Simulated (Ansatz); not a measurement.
## AgRh: equation of state with r2SCAN

Crystal: AgRh.

```
Ag Rh
1.0
     2.77759    0.00000    0.00000
    -1.38879    2.40546    0.00000
     0.00000    0.00000    4.80860
Ag Rh
1 1
Cartesian
  0.0000 0.0000 2.4043
  1.3888 0.8018 0.0000
```

The cell comes from a database or a generator and needn't be the stable form of this composition.

```
Program             : Ansatz 0.2.0
Task                : equation of state
Functional          : r2SCAN
Potentials or basis : Ansatz PAW
Cutoff              : 500 eV
Density cutoff      : 2000 eV
k mesh              : 11 × 11 × 6
Occupations         : fermi-dirac, width 0.05 eV
Spin                : no spin polarisation
```

| Quantity | Value |
| --- | --- |
| Equilibrium volume | 15.40 Å³/atom |
| Bulk modulus at fixed shape and positions | 175 GPa |
| Pressure derivative of the bulk modulus | 5.5 |

Energy against volume, from the lowest point:
```tsv
volume (Å³/atom)	energy (meV/atom)
15.100	3.31
15.421	0.00
15.743	3.95
16.064	14.24
16.385	30.07
16.707	50.71
17.028	75.55
```

All runs of the series together: 56 s on 2 threads of Intel(R) Xeon(R) Processor @ 2.50GHz (Skylake/Cascade Lake), with other jobs on the host.

Caveat: the cell was scaled at fixed shape and fractional positions, which overstates the stiffness of a crystal with free parameters, most of all of layers and chains; the PAW data sets were made with another functional, which shifts forces and pressure a little.
